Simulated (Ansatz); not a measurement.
# Ir: the cost of one run

Program: Ansatz 0.2.0, driven from Python. Level of theory: DFT LDA, plane waves, PAW. These are calculated values, not measurements.

This is Ir in the hcp structure; at room conditions it is fcc.

### Step 1. Starting point

Symmetry: P6_3/mmc, No. 194, hexagonal system. Conventional cell: a = 2.751 Å, b = 2.751 Å, c = 4.462 Å, α = 90.00°, β = 90.00°, γ = 120.00°. Ir (site symmetry -6m2) is surrounded by 12 Ir at 2.74 to 2.75 Å.

The script holds or builds the structure itself.

### Step 2. The code

The input, run_strain.py:

```python
'''A shear strain scan of Ir.'''

import warnings

import ansatz as az
import matplotlib.pyplot as plt
import numpy as np

VECTORS = np.array([
    [2.751378, 0.0, 0.0],
    [-1.375689, 2.382763, 0.0],
    [0.0, 0.0, 4.46229],
])
SITES = [
    ('Ir', (2 / 3, 1 / 3, 0.75)),
    ('Ir', (1 / 3, 2 / 3, 0.25)),
]


def crystal_on(cell):
    crystal = az.Crystal(lattice=az.Lattice.of(cell))
    for symbol, position in SITES:
        crystal = crystal.atom(symbol, position)
    return crystal


def main() -> None:
    warnings.simplefilter('ignore', az.DeckWarning)

    # clamped ions: the fractional positions stay as typed
    values = np.linspace(-0.01, 0.01, 5)
    energies = []
    for d in values:
        strain = np.array([[0, d / 2, 0], [d / 2, 0, 0], [0, 0, 0]])
        cell = VECTORS @ (np.eye(3) + strain)
        job = (
            crystal_on(cell).calculation()
            .functional('LDA')
            .basis(510)
            .occupations('cold', width=0.1)
            .kpoints(14, 14, 8)
            .stress()
        )
        data = job.run(threads=1).report
        energies.append(data['free_energy_ev'] / len(SITES))
        s = data['stress_gpa']
        print(f'd = {d:+.4f}  stress xx yy zz xy (GPa, compression positive): {s[0][0]:8.3f} {s[1][1]:8.3f} {s[2][2]:8.3f} {s[0][1]:8.3f}')
    energies = np.array(energies)

    for value, e in zip(values, energies):
        print(f'strain {value:7.3f}   E - Emin = {1000 * (e - energies.min()):9.3f} meV/atom')
    plt.figure(figsize=(4.5, 3))
    plt.plot(values, 1000 * (energies - energies.min()), 'o-')
    plt.xlabel('strain')
    plt.ylabel('meV/atom')
    plt.tight_layout()
    plt.savefig('strain.png', dpi=100)
    curvature = 2 * np.polyfit(values, energies, 3)[1]
    volume = abs(np.linalg.det(VECTORS)) / len(SITES)
    print(f'd2E/dd2 over the volume: {curvature / volume * 160.21766:.1f} GPa')


if __name__ == '__main__':
    main()
```

### Step 3. What the engine is handed

The engine receives this input (first run):

```yaml
crystal:
  lattice:
    - [2.751378, -0.013756889999999999, 0.0]
    - [-1.387602815, 2.389641445, 0.0]
    - [0.0, 0.0, 4.46229]
  atoms:
    - { symbol: Ir, position: [0.6666666666666666, 0.3333333333333333, 0.75] }
    - { symbol: Ir, position: [0.3333333333333333, 0.6666666666666666, 0.25] }
basis:
  ecutwfc: 510.0
kpoints:
  mp_grid:
    grid: [14, 14, 8]
hamiltonian:
  xc: lda
scf:
  occupations:
    method: cold
    width: 0.1
output:
  stress: true
```

### Step 4. The run

Started as:

```console
> python run_strain.py
```

Q: Estimate wall time and peak memory on 1 thread of Arm Neoverse V1, shared host.

About 67 s, with a peak of 0.65 GiB.
